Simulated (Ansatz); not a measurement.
# AsH5OSi: one species, many methods

The task here is to estimate one member of a computed series from the others.

The runs use Ansatz 0.2.0, Gaussian basis; functionals in def2-TZVPP, the program's frozen cores in correlated methods.

Plan: LDA (SPW92), PBE-D4, revPBE-D4, BLYP-D4, r2SCAN-D4, B97M-V, PBE0-D4, B3LYP-D4, r2SCANh-D4, r2SCAN0-D4, HSE06-D4, BHLYP-D4, CAM-B3LYP-D4, LC-ωPBE, ωB97X-V, ωB97M-V, B2PLYP, PBE-QIDH; CCSD(T)/def2-SVP; CCSD(T)/def2-TZVPP; MP2/def2-QZVPP; extrapolation to the limit; RPA on PBE.

## Structure used throughout

All runs share one geometry, relaxed beforehand with PBE0-D4 in a triple-zeta def2 set.

SMILES `O[SiH2][AsH2]`, 8 atoms, charge 0, spin multiplicity 1.

Atoms are counted from 1 here; the program's logs count them from 0.

Bond lengths: O1–Si2 1.651 Å, O1–H4 0.958 Å, Si2–As3 2.354 Å, Si2–H5 1.490 Å, Si2–H6 1.491 Å, As3–H7 1.525 Å, As3–H8 1.522 Å. Angles: Si2–O1–H4 117.7°, O1–Si2–As3 105.3°, O1–Si2–H5 110.6°, O1–Si2–H6 111.6°, As3–Si2–H5 113.5°, As3–Si2–H6 108.2°, H5–Si2–H6 107.6°, Si2–As3–H7 90.2°, Si2–As3–H8 92.4°, H7–As3–H8 92.1°.

As a file:

```xyz
8
charge 0, multiplicity 1
O    -1.7594    0.2647   -0.2613
Si   -0.1289    0.5155   -0.2061
As    0.6952   -1.0899    1.3049
H    -2.2665    0.7686   -0.8993
H     0.4635    0.4094   -1.5690
H     0.2013    1.8682    0.3260
H     2.1220   -0.6321    1.0232
H     0.7651   -2.1615    0.2258
```

The first run:

Contents of in.yaml:

```yaml
crystal:
  periodic: [false, false, false]
  atoms:
    - {symbol: O, position_ang: [-1.759433, 0.264681, -0.261301]}
    - {symbol: Si, position_ang: [-0.128929, 0.515478, -0.206141]}
    - {symbol: As, position_ang: [0.695207, -1.089875, 1.304890]}
    - {symbol: H, position_ang: [-2.266532, 0.768632, -0.899276]}
    - {symbol: H, position_ang: [0.463479, 0.409439, -1.568968]}
    - {symbol: H, position_ang: [0.201294, 1.868170, 0.326013]}
    - {symbol: H, position_ang: [2.122025, -0.632146, 1.023153]}
    - {symbol: H, position_ang: [0.765089, -2.161480, 0.225832]}
basis:
  gaussian: {orbitals: def2-TZVPP}
hamiltonian: {xc: lda}
output: {orbitals: {seedname: orbitals}}
```

Started as:

```bash
ansatz run in.yaml --threads 2 --pin off --events-out ev --progress --plain --max-ram 4352MiB
```

Steps of the session up to this table: LDA; PBE-D4 (GGA); revPBE-D4 (GGA); BLYP-D4 (GGA); r2SCAN-D4 (meta-GGA); B97M-V (meta-GGA); PBE0-D4 (hybrid); B3LYP-D4 (hybrid); r2SCANh-D4 (hybrid); r2SCAN0-D4 (hybrid); HSE06-D4 (hybrid); BHLYP-D4 (hybrid); CAM-B3LYP-D4 (range-separated); LC-ωPBE (range-separated); ωB97X-V (range-separated); ωB97M-V (range-separated); B2PLYP (double hybrid); PBE-QIDH (double hybrid).

One table of the session follows, with a row left open; its other results are not shown here.

| functional | HOMO (eV) | gap (eV) |
| --- | --- | --- |
| LDA (SPW92) | -6.48 | 5.34 |
| PBE-D4 | -6.37 | 5.42 |
| revPBE-D4 | -6.32 | 5.47 |
| BLYP-D4 | -6.22 | 5.37 |
| r2SCAN-D4 | -6.63 | 6.07 |
| B97M-V | -6.69 | 5.92 |
| PBE0-D4 | -7.44 | 7.33 |
| B3LYP-D4 | -7.23 | 6.89 |
| r2SCANh-D4 | ? | ? |
| r2SCAN0-D4 | -7.61 | 7.74 |
| HSE06-D4 | -7.04 | 6.57 |
| BHLYP-D4 | -8.37 | 9.07 |
| CAM-B3LYP-D4 | -8.67 | 9.51 |
| LC-ωPBE | -9.98 | 11.99 |
| ωB97X-V | -9.65 | 11.53 |
| ωB97M-V | -9.50 | 11.06 |

Q: Estimate the row for r2SCANh-D4 from the others.

Worked estimate for «HOMO (eV)». Against the share of exact exchange, r2SCAN-D4 (0, -6.63), r2SCAN0-D4 (0.25, -7.61) give a slope of -3.92 per unit share; at 0.1 the line stands at -7.02.

The run gave: HOMO (eV): -7.02; gap (eV): 6.74. In «HOMO (eV)» the line misses by 0.00.
